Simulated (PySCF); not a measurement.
# TlB: bond curves at several levels of theory

An exercise on one series of results from a longer session: the logs are not shown, and one member is left open.

Method: Tl cc-pVDZ-PP with ECP60, B cc-pVDZ, scalar-relativistic core potentials; program: PySCF 2.14.0.

Set-up of the first run:

A driver script around PySCF takes these settings:

```
atoms                         : Tl, B
charge                        : 0
basis                         : Tl cc-pVDZ-PP with ECP60, B cc-pVDZ
Hamiltonian                   : scalar-relativistic core potentials
basis functions               : 37
electrons treated             : 26
masses in u                   : 204.9744, 11.0093
levels                        : PBE0, PBE, r²SCAN, BLYP, BHandHLYP, PBEsol, HSE06, HF, MP2, SCS-MP2, CCSD, CCSD(T)
grid                          : 80 radial by 434 angular points
occupations                   : held fixed by the projection of orbital angular momentum
dissociation limit            : Tl + B, each in its ground configuration
starting distance in angstrom : 2.245
values of 2S to try           : 0, 2
```

Run with:

```bash
OMP_NUM_THREADS=1 python dia.py task.json out
```

Steps of the session up to this table: The job; PBE0 along the bond; Higher solutions at PBE0; PBE (GGA); r²SCAN (meta-GGA); BLYP (GGA); BHandHLYP; PBEsol (GGA); HSE06 (range-separated hybrid); UHF (mean field); Correlated methods on the Hartree–Fock reference.

One table of the session follows, with a row left open; its other results are not shown here.

```
      level  Re (Å)  ωe (cm⁻¹)  De (eV)
        UHF   2.517        350     0.79
    UHF-MP2   2.472        376     1.27
UHF-SCS-MP2   2.483        372     1.10
   UHF-CCSD   2.502        349     1.17
UHF-CCSD(T)   2.502        346     1.25
        PBE   2.522        322     1.83
     PBEsol       ?          ?        ?
       BLYP   2.568        301     1.59
     r²SCAN   2.495        343     1.78
       PBE0   2.487        348     1.66
      HSE06   2.492        345     1.67
  BHandHLYP   2.489        354     1.30
```

Estimate the missing values for PBEsol.

The run gave: Re (Å): 2.484; ωe (cm⁻¹): 338; De (eV): 1.99. In the column «Re (Å)» it lies between UHF-SCS-MP2 (2.483) and PBE0 (2.487).
